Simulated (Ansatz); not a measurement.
**BClF2 (SMILES FB(F)Cl): levels of theory compared**

We compute a comparison of 6 runs (B2PLYP/STO-3G, HSE06/STO-3G, UPBE0/STO-3G, r2SCAN0/STO-3G, CCSDT(Q)/STO-3G, CCSD/STO-3G) of BClF2. 

The results are computed with Ansatz 0.2.0.

66 further runs of the same task are left out: 7 that didn't finish, 59 set aside as unsound or not needed.

## 1. The structure to begin with

BClF2 has 4 atoms, charge 0, and is taken as a singlet. SMILES: `FB(F)Cl`. The B2–F1 distance was set to 1.966 Å, away from the relaxed value.

Bond lengths: B2–F3 1.310 Å, B2–Cl4 1.740 Å. Angles: F3–B2–Cl4 120.5°. A long bond or contact: F1–B2 1.966 Å.

## 2. A single-point energy at B2PLYP/STO-3G (run 1)

Input file in.yaml:

```yaml
crystal:
  periodic: [false, false, false]
  atoms:
    - {symbol: F, position_ang: [-0.227002, -1.860823, -0.788459]}
    - {symbol: B, position_ang: [-0.067100, -0.041300, -0.062000]}
    - {symbol: F, position_ang: [-1.011600, 0.830100, -0.317700]}
    - {symbol: Cl, position_ang: [1.307900, 0.405300, 0.905700]}
basis:
  gaussian: {orbitals: STO-3G}
hamiltonian: {xc: {name: B2PLYP}}
correlation: {frozen_orbitals: {B: 1, Cl: 5, F: 1}}
accuracy: high
```

Launch:

```sh
$ ansatz run in.yaml --threads 1 --pin off --max-ram 2610MiB --events-out events.jsonl --progress --plain --runs-dir runs
```

The program printed:

```text
Warning: RAYON_NUM_THREADS=1 ignored (pool sized by the plan → 1); use --threads N
Functional definition: B2PLYP
  name "B2PLYP"
  parameter a = 0.53
  parameter c = 0.27
  exchange = (1 - a)*b88_x + a*exact_x
  correlation = (1 - c)*lyp_c + c*(mp2_os + mp2_ss)
435 factors; integrals over basis functions are off by at most 3.3e-8 eV
mean field evaluation 1: about -18390.8308 eV, gradient 3.2e1 eV
mean field evaluation 2: about -18390.8319 eV, gradient 3.2e1 eV
mean field evaluation 4: about -18396.0520 eV, gradient 1.2e1 eV
mean field evaluation 8: about -18396.5708 eV, gradient 4.7e-2 eV
mean field evaluation 16: about -18396.5635 eV, gradient 2.2e-6 eV
mean field -18396.56345454 eV, -676.0612373156 hartree, gradient 5.5e-8 eV, S^2 0.000000; 0 other end points of the search recorded, 0 dependent functions left out; unrestricted orbitals would lower it
8 core orbitals not correlated: weight in the atoms' cores, before any rotation towards them, 1.000 or more for the frozen orbitals, at most 0.000 for the correlated occupied ones
reference -18396.56346865 eV, -676.0612378344 hartree; 12, 12 occupied and 4, 4 virtual orbitals, 435 factors
second order -4.57902946 eV of doubles, -0.00000000 eV of singles
Total energy: -18397.79980661 eV, -676.1066724162 hartree
```

Run time: 1.9 s. Hardware: 1 thread of Arm Neoverse V1, shared host; peak memory 0.1 GiB.

## 3. A single-point energy at HSE06/STO-3G (run 2)

Input file job.yaml:

```yaml
crystal:
  periodic: [false, false, false]
  atoms:
    - {symbol: F, position_ang: [-0.227002, -1.860823, -0.788459]}
    - {symbol: B, position_ang: [-0.067100, -0.041300, -0.062000]}
    - {symbol: F, position_ang: [-1.011600, 0.830100, -0.317700]}
    - {symbol: Cl, position_ang: [1.307900, 0.405300, 0.905700]}
basis:
  gaussian:
    orbitals: STO-3G
hamiltonian:
  xc: hse06
accuracy: high
```

Launch:

```sh
$ ansatz run job.yaml --threads 1 --pin off --max-ram 2610MiB --events-out events.jsonl --progress --plain --runs-dir runs
```

The program printed:

```text
Warning: RAYON_NUM_THREADS=1 ignored (pool sized by the plan → 1); use --threads N
Functional definition: HSE06
  name "HSE06"
  parameter a = 0.25
  parameter omega = 0.11/bohr
  exchange = pbe_x - a*pbe_x_sr(omega) + a*exact_x_sr(omega)
  correlation = pbe_c
435 factors; integrals over basis functions are off by at most 3.3e-8 eV
56 factors; integrals over basis functions are off by at most 1.7e-9 eV
mean field evaluation 1: about -18396.0256 eV, gradient 2.8e1 eV
mean field evaluation 2: about -18295.8680 eV, gradient 1.4e2 eV
mean field evaluation 4: about -18399.9771 eV, gradient 4.4e0 eV
mean field evaluation 8: about -18400.0189 eV, gradient 2.0e-1 eV
mean field evaluation 16: about -18400.0191 eV, gradient 1.7e-6 eV
mean field -18400.01914575 eV, -676.1882316254 hartree, gradient 7.6e-9 eV, S^2 0.000000; 0 other end points of the search recorded, 0 dependent functions left out
reference -18400.01914707 eV, -676.1882316738 hartree; 20, 20 occupied and 4, 4 virtual orbitals, 435 factors
Total energy: -18400.01914707 eV, -676.1882316738 hartree
```

Run time: 1.5 s. Hardware: 1 thread of Arm Neoverse V1, shared host; peak memory 0.099 GiB.

Runs 3 to 5 aren't shown in full; the table further down has their settings and results.

## 4. The energy at CCSD/STO-3G (run 6)

Input file input.yaml:

```yaml
crystal:
  periodic: [false, false, false]
  atoms:
    - symbol: F
      position_ang: [-0.227002, -1.860823, -0.788459]
    - symbol: B
      position_ang: [-0.067100, -0.041300, -0.062000]
    - symbol: F
      position_ang: [-1.011600, 0.830100, -0.317700]
    - symbol: Cl
      position_ang: [1.307900, 0.405300, 0.905700]
basis:
  gaussian:
    orbitals: STO-3G
magnetization:
  spin_polarized: false
correlation:
  method: ccsd
  frozen_orbitals: {B: 1, Cl: 5, F: 1}
accuracy: high
scf:
  omitted_lower_state_checks: [cluster_reference, increment]
```

Launch:

```sh
$ ansatz run input.yaml --threads 1 --pin off --max-ram 2610MiB --events-out events.jsonl --progress --plain --runs-dir runs
```

The program printed, shortened:

```text
Warning: RAYON_NUM_THREADS=1 ignored (pool sized by the plan → 1); use --threads N
Functional definition: HF
  name "HF"
[...]
435 factors; integrals over basis functions are off by at most 3.3e-8 eV
[...]
mean field -18367.81979557 eV, -675.0049273319 hartree, gradient 2.1e-8 eV, S^2 0.000000; 0 other end points of the search recorded, 0 dependent functions left out; unrestricted orbitals would lower it
8 core orbitals not correlated: weight in the atoms' cores, before any rotation towards them, 1.000 or more for the frozen orbitals, at most 0.000 for the correlated occupied ones
reference -18367.81979557 eV, -675.0049273319 hartree; 12, 12 occupied and 4, 4 virtual orbitals, 435 factors
second order -3.03039308 eV of doubles, -0.00000000 eV of singles
cycle   1  -3.43848868 eV  change   -4.1e-1 eV  update   1.2e-1
[...]
cycle  26  -3.95498848 eV  change   3.7e-10 eV  update  6.9e-10
Total energy: -18371.77478406 eV, -675.1502704779 hartree
Checks for a lower state left out: cluster_reference, increment
```

Wall time 0.28 s (1 thread of Arm Neoverse V1, shared host).

## 5. Overview of the runs

```tsv
run	level	frozen core orbitals	energy (Eh)	wall time
1	B2PLYP/STO-3G	8	-676.106672	1.9 s
2	HSE06/STO-3G	–	-676.188232	1.5 s
3	UPBE0/STO-3G	–	-676.203431	2.2 s
4	r2SCAN0/STO-3G	–	-676.454971	3 s
5	CCSDT(Q)/STO-3G	8	-675.160744	0.83 s
6	CCSD/STO-3G	8	-675.150270	0.28 s
```

## 6. Summary of results

| quantity | value |
| --- | --- |
| run 6: total energy | -675.15027 Eh |
| run 6: correlation energy (8 core orbitals frozen) | -145.3 mEh |
| run 6: T1 diagnostic | 0.018 |

**Reading.** Totals of different functionals can't be ranked against each other. In runs 1, 5, 6 the log says that unrestricted orbitals would lower the reference, so the values rest on an unstable closed-shell determinant (other closed-shell runs at this shape may share the fault). In runs 1, 2, 3, 4, 5, 6 the basis is minimal, so the values are rough. All runs together took 9.8 s, the longest 3 s.
